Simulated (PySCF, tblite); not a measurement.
# C₅H₁₃Si₂ radical: geometry, infrared bands and EPR parameters

Aim: predict the infrared bands and EPR parameters of C₅H₁₃Si₂ radical (`C=C(C)[C]([SiH3])C[SiH3]`).

Computed with tblite 0.8.0 and PySCF 2.14.0, with density-fitted response routines of our own, on a single molecule in the gas phase. Atoms count from 0, in the outputs and in this text.

## (1) Starting geometry

20 atoms, charge 0, multiplicity 2; geometry from: force field or distance geometry start.

Bonds of the start (Å): C0–C1 1.34, C1–C2 1.49, C1–C3 1.48, C3–Si4 1.82, C3–C5 1.48, C5–Si6 1.87, C0–H7 1.08, C0–H8 1.08, C2–H9 1.10, C2–H10 1.11, C2–H11 1.11, Si4–H12 1.50, Si4–H13 1.47, Si4–H14 1.49, C5–H15 1.14, C5–H16 1.11, Si6–H17 1.49, Si6–H18 1.48, Si6–H19 1.45.

## (2) Geometry optimisation with GFN2-xTB

What the job is given:

```
{"job": {"kind": "relax", "xc": "GFN2-xTB", "basis": "xTB"}, "charge": 0, "multiplicity": 2}
C     -0.200900    -1.405600     1.175800
C     -0.625400    -0.657100     0.143000
C     -1.798600    -1.148400    -0.638700
C     -0.003500     0.612300    -0.278800
Si    -1.218000     1.966500    -0.377900
C      1.317700     0.926800     0.317200
Si     2.479900    -0.454100    -0.180800
H     -0.763300    -2.312300     1.371900
H      0.630900    -1.156300     1.811600
H     -1.508400    -1.082000    -1.700300
H     -2.093400    -2.181100    -0.350900
H     -2.620500    -0.424500    -0.468400
H     -2.155400     2.060900     0.783000
H     -0.643500     3.306000    -0.592600
H     -2.092800     1.705300    -1.559200
H      1.317300     0.966300     1.452500
H      1.706400     1.901400    -0.056800
H      1.710000    -1.505500    -0.904100
H      2.971700    -1.099300     1.057600
H      3.584500    -0.008500    -1.007300
```

Launch:

```sh
> OMP_NUM_THREADS=1 python probes_run.py task.json out
```

One launch serves the whole session: the jobs run in the order shown.

**Question.** This job is followed by: GFN2-xTB harmonic vibrations, gas phase; UKS B3LYP, pcH-1 on C H Si, non-relativistic, mean-field spin-orbit, GIAO. Predict these results of the whole session: strongest single infrared mode (GFN2-xTB); zero-point energy (GFN2-xTB); g(iso) (B3LYP); ⟨S²⟩; largest a(iso) (averaged by class); surface potential, 1st and 99th percentile.

The runs gave:

```
                                 quantity                   value
strongest single infrared mode (GFN2-xTB)    819 cm⁻¹, 496 km/mol
             zero-point energy (GFN2-xTB)           93.8 kcal/mol
                           g(iso) (B3LYP)                 2.00278
                                     ⟨S²⟩      0.773 (exact 0.75)
       largest a(iso) (averaged by class)  29Si on Si6, -65.7 MHz
    surface potential, 1st and 99th percentile      -0.50 V and 0.97 V
```

What this shows: Over 164 steps the energy fell by 0.828 eV; of the close pairs, C1–C3 changed most, 1.475 to 1.412 Å. All 54 modes are real, so the xTB geometry is a minimum. The strongest single mode, at 819 cm⁻¹, is carried by H13, H14, H12. Unscaled tight-binding wavenumbers are off by several per cent, some by more. Its intensities can rank the bands wrongly. The largest spin populations lie on C3 (0.68 e), C0 (0.56 e). The isotropic g lies 0.5 ppt above the free-electron value.
